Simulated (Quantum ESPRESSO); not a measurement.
TaAs:

```
Ta As
1.0
    -1.72181    1.72181    5.86794
     1.72181   -1.72181    5.86794
     1.72181    1.72181   -5.86794
Ta As
2 2
Direct
  0.49997 0.49997 0.00000
  0.24997 0.74997 0.50000
  0.08263 0.08263 0.00000
  0.83263 0.33263 0.50000
```

The cell is a database's computed one.

Base run:

```yaml
Program: Quantum ESPRESSO 7.5
Functional: PBEsol
Potentials_or_basis: GBRV 1.5 PBEsol
Cutoff: 762 eV
Density_cutoff: 6095 eV
k_mesh: 11 × 11 × 11
Occupations: fermi-dirac, width 0.05 eV
Spin: no spin polarisation
Hubbard_terms: Ta d U = 6 eV
```

Its results: band gap on the k mesh none (metal or under the smearing width); pressure 0.7 GPa; largest force 0.015 eV/Å.

Q: The run is repeated on the same cell with these changes: hubbard terms from Ta d U = 6 eV to Ta d U = 1 eV. What comes out?

A: Band gap on the k mesh none (metal or under the smearing width); pressure -2.6 GPa; largest force 0.021 eV/Å.

Caveats: U without spin polarisation on a metal has little footing; the U is typed as a test and isn't derived for this compound.

Not every run made on this cell is shown here.
